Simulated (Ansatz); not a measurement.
**GeH₃S₃ radical: up Jacob's ladder to CCSD(T)**

How much do the methods differ for GeH₃S₃ radical? The plan is to run it at one geometry with functionals of several rungs and with coupled cluster, and see how far each lands from CCSD(T) at the basis-set limit for the atomisation energy.

Method: functionals in def2-TZVPP, the program's frozen cores in correlated methods; program: Ansatz 0.2.0, Gaussian basis.

Levels to be run: PBE-D4, r2SCAN-D4, PBE0-D4, B3LYP-D4, ωB97X-V, ωB97M-V, B2PLYP; CCSD(T)/def2-TZVPP; MP2/def2-QZVPP; extrapolation to the limit.

### Step 1. Structure used throughout

All runs share one geometry, relaxed beforehand with PBE0-D4 in a triple-zeta def2 set.

SMILES `[SH][Ge]([SH])[SH]`, 7 atoms, charge 0, spin multiplicity 2.

Atoms are counted from 1 here; the program's logs count them from 0.

Bond lengths: S1–Ge2 2.238 Å, S1–H5 1.343 Å, Ge2–S3 2.226 Å, Ge2–S4 2.249 Å, S3–H6 1.344 Å, S4–H7 1.344 Å. Angles: Ge2–S1–H5 92.5°, S1–Ge2–S3 102.5°, S1–Ge2–S4 112.8°, S3–Ge2–S4 107.8°, Ge2–S3–H6 93.0°, Ge2–S4–H7 93.4°.

### Step 2. PBE-D4 (GGA)

in.yaml

```yaml
crystal:
  periodic: [false, false, false]
  atoms:
    - {symbol: S, position_ang: [-1.797270, 1.252194, 0.386474]}
    - {symbol: Ge, position_ang: [-0.354427, -0.319366, -0.291053]}
    - {symbol: S, position_ang: [-0.496577, -1.835604, 1.332299]}
    - {symbol: S, position_ang: [1.768970, 0.417751, -0.356625]}
    - {symbol: H, position_ang: [-1.085383, 2.236699, -0.186399]}
    - {symbol: H, position_ang: [0.329484, -2.690025, 0.704075]}
    - {symbol: H, position_ang: [1.635193, 0.938360, -1.588782]}
basis:
  gaussian: {orbitals: def2-TZVPP}
magnetization: {spin_polarized: true, initial_magnetization: 1}
hamiltonian: {xc: pbe, dispersion: d4}
output: {forces: true, orbitals: {seedname: orbitals}}
```

Started as:

```sh
> ansatz run in.yaml --threads 2 --pin off --events-out ev --progress --plain --max-ram 32768MiB --backend cpu
```

Further steps of the session: r2SCAN-D4 (meta-GGA); PBE0-D4 (hybrid); B3LYP-D4 (hybrid); ωB97X-V (range-separated); ωB97M-V (range-separated); B2PLYP (double hybrid); CCSD(T) in def2-TZVPP; MP2 in def2-QZVPP.

Q: Predict the results of all the runs planned. Wanted: atomisation energy, CCSD(T)/CBS; farthest; mean size of error, hybrid; mean size of error, range-separated; gap, smallest and largest; T1 diagnostic; triples share of the correlation energy.

As calculated:

| quantity | value |
| --- | --- |
| atomisation energy, CCSD(T)/CBS | 19.841 eV |
| functionals within 0.198 eV (1.0 %) | PBE0-D4, B3LYP-D4, ωB97M-V |
| farthest | PBE-D4 (+0.590 eV) |
| mean size of error, hybrid | 0.100 eV |
| mean size of error, range-separated | 0.194 eV |
| gap, smallest and largest | 0.83 eV (PBE-D4), 6.53 eV (ωB97X-V) |
| T1 diagnostic | 0.0148 |
| triples share of the correlation energy | 4.6 % |

PBE-D4 misses by +0.590 eV. Double hybrids carry the basis error of their MP2 part in triple zeta, and no dispersion term here, so their miss is partly the set-up's. Misses under about 0.198 eV are within the doubt on the reference itself, which lacks core-valence correlation, relativity and higher excitations, and its outer-core shells are covered unevenly. Hartree-Fock recovers 66 % of the binding; the rest is correlation. The gap grows from 0.8 to 6.5 eV across the functionals, mostly with the share of exact exchange. Correlated methods include outer-core shells of Ge, which these sets cover unevenly.
